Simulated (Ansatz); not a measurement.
# C₃BN₃O₃: a ladder of functionals and wavefunction methods

How much do the methods differ for C₃BN₃O₃? The plan is to run it at one geometry with functionals of several rungs and with coupled cluster. The yardstick is the atomisation energy at the CCSD(T) limit.

Computed with Ansatz 0.2.0, Gaussian basis. Level: functionals in def2-TZVPP, the program's frozen cores in correlated methods.

The runs, in order: LDA (SPW92), PBE-D4, revPBE-D4, BLYP-D4, r2SCAN-D4, B97M-V, PBE0-D4, B3LYP-D4, r2SCANh-D4, r2SCAN0-D4, HSE06-D4, BHLYP-D4, CAM-B3LYP-D4, LC-ωPBE, ωB97X-V, ωB97M-V, B2PLYP, PBE-QIDH; CCSD(T)/def2-SVP; CCSD(T)/def2-TZVPP; MP2/def2-QZVPP; extrapolation to the limit; RPA on PBE.

## (1) Structure used throughout

An earlier PBE0-D4 in a triple-zeta def2 set relaxation fixed the geometry.

SMILES `O=C=NB(N=C=O)N=C=O`, 10 atoms, charge 0, spin multiplicity 1.

Atoms are counted from 1 here; the program's logs count them from 0.

Bond lengths: O1–C2 1.158 Å, C2–N3 1.203 Å, N3–B4 1.424 Å, B4–N5 1.424 Å, B4–N8 1.424 Å, N5–C6 1.203 Å, C6–O7 1.158 Å, N8–C9 1.203 Å, C9–O10 1.158 Å. Angles: O1–C2–N3 175.2°, C2–N3–B4 143.0°, N3–B4–N5 120.0°, N3–B4–N8 120.0°, N5–B4–N8 120.0°, B4–N5–C6 142.9°, N5–C6–O7 175.2°, B4–N8–C9 142.9°, N8–C9–O10 175.2°.

## (2) LDA

This LDA is Slater exchange with PW92 correlation.

File in.yaml:

```yaml
crystal:
  periodic: [false, false, false]
  atoms:
    - {symbol: O, position_ang: [-0.338379, -0.128367, -3.603428]}
    - {symbol: C, position_ang: [-0.259611, -0.297641, -2.460595]}
    - {symbol: N, position_ang: [-0.193716, -0.570692, -1.290570]}
    - {symbol: B, position_ang: [0.008134, -0.004393, 0.000389]}
    - {symbol: N, position_ang: [0.227681, 1.396054, 0.137273]}
    - {symbol: C, position_ang: [0.430303, 2.261277, 0.948687]}
    - {symbol: O, position_ang: [0.627881, 3.156376, 1.656236]}
    - {symbol: N, position_ang: [-0.010175, -0.838466, 1.154623]}
    - {symbol: C, position_ang: [-0.145687, -1.979297, 1.512674]}
    - {symbol: O, position_ang: [-0.263231, -3.046053, 1.947509]}
basis:
  gaussian: {orbitals: def2-TZVPP}
hamiltonian: {xc: lda}
output: {orbitals: {seedname: orbitals}}
```

On the command line:

```
ansatz run in.yaml --threads 2 --pin off --events-out ev --progress --plain --max-ram 20480MiB --backend cuda --devices 0, --max-vram 18GiB
```

After this run come: PBE-D4 (GGA); revPBE-D4 (GGA); BLYP-D4 (GGA); r2SCAN-D4 (meta-GGA); B97M-V (meta-GGA); PBE0-D4 (hybrid); B3LYP-D4 (hybrid); r2SCANh-D4 (hybrid); r2SCAN0-D4 (hybrid); HSE06-D4 (hybrid); BHLYP-D4 (hybrid); CAM-B3LYP-D4 (range-separated); LC-ωPBE (range-separated); ωB97X-V (range-separated); ωB97M-V (range-separated); B2PLYP (double hybrid); PBE-QIDH (double hybrid); CCSD(T) in def2-SVP; CCSD(T) in def2-TZVPP; MP2 in def2-QZVPP; RPA on PBE orbitals.

Before running them: what should the planned runs give, taken together? Wanted: atomisation energy, CCSD(T)/CBS; farthest beyond LDA; mean size of error, GGA; mean size of error, meta-GGA; mean size of error, hybrid; mean size of error, range-separated; mean size of error, double hybrid; gap, smallest and largest; T1 diagnostic.

**Answer**, as computed:

| quantity | value |
| --- | --- |
| atomisation energy, CCSD(T)/CBS | 56.871 eV |
| functionals within 0.284 eV (0.5 %) | none; nearest PBE-QIDH (+0.352 eV) |
| farthest beyond LDA | PBE-D4 (+4.992 eV) |
| mean size of error, GGA | 3.433 eV |
| mean size of error, meta-GGA | 1.357 eV |
| mean size of error, hybrid | 1.525 eV |
| mean size of error, range-separated | 1.083 eV |
| mean size of error, double hybrid | 0.503 eV |
| gap, smallest and largest | 4.81 eV (LDA (SPW92)), 12.11 eV (LC-ωPBE) |
| T1 diagnostic | 0.0183 |
| triples share of the correlation energy | 5.0 % |

In words: LDA overbinds by 13.155 eV (23 %). PBE-D4 is off by +4.992 eV. Double hybrids carry the basis error of their MP2 part in triple zeta, and no dispersion term here, so their miss is partly the set-up's. By mean error the best rung here is double hybrid (0.503 eV) and the worst beyond LDA is GGA (3.433 eV). RPA and LDA stand outside this count. The reference freezes the cores and leaves out relativity and excitations past (T), so misses under about 0.284 eV can't be ranked. Hartree-Fock recovers 64 % of the binding; the rest is correlation. CCSD(T) in def2-SVP is off by -2.769 eV, more than most functionals: a good method in a small basis is no reference. Orbital gaps span 4.8 to 12.1 eV; exact exchange widens them.
